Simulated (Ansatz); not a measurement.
# AgF: the cost of one run

Program: Ansatz 0.2.0. Level of theory: reference: DFT, HSE06, plane waves, PAW. These are calculated values, not measurements.

2 further runs of the same task are left out: 2 that didn't finish.

## Step 1: The starting structure

The structure is hexagonal, space group P6_3mc (No. 186). Conventional cell: a = 3.086 Å, b = 3.086 Å, c = 7.444 Å, α = 90.00°, β = 90.00°, γ = 120.00°. Ag (site symmetry 3m) is surrounded by 4 F at 2.15 to 2.38 Å. F (site symmetry 3m) is surrounded by 4 Ag at 2.15 to 2.38 Å.

Coordinates:

```
CELL_PARAMETERS angstrom
3.08593 0.00000 0.00000
-1.54296 2.67249 0.00000
0.00000 0.00000 7.44387
ATOMIC_POSITIONS crystal
Ag 0.33333 0.66667 0.04322
Ag 0.66667 0.33333 0.54322
F 0.33333 0.66667 0.33178
F 0.66667 0.33333 0.83178
```

## Step 2: The reference run

File input.yaml:

```yaml
crystal:
  lattice:
    - [3.0859288886, 0.0, 0.0]
    - [-1.5429644443, 2.6724928118, 0.0]
    - [0.0, 0.0, 7.4438726084]
  atoms:
    - { symbol: Ag, position: [0.3333333333, 0.6666666667, 0.0432209601] }
    - { symbol: Ag, position: [0.6666666667, 0.3333333333, 0.5432209601] }
    - { symbol: F, position: [0.3333333333, 0.6666666667, 0.3317790399] }
    - { symbol: F, position: [0.6666666667, 0.3333333333, 0.8317790399] }
kpoints:
  mp_grid: { grid: [6, 6, 2] }
hamiltonian:
  xc: hse06
scf:
  occupations: { method: fixed }
  n_extra_bands: 5
output:
  forces: true
  stress: true
  eigenvalues: true
```

Command:

```bash
$ ansatz run input.yaml --threads 4 --pin off --max-ram 3686MiB --backend cpu --events-out ev --progress --plain --runs-dir out
```

Q: Estimate wall time and peak memory on 4 threads of AMD EPYC 7R43 (Zen 3), shared host.

About 13 s, with a peak of 1.1 GiB.
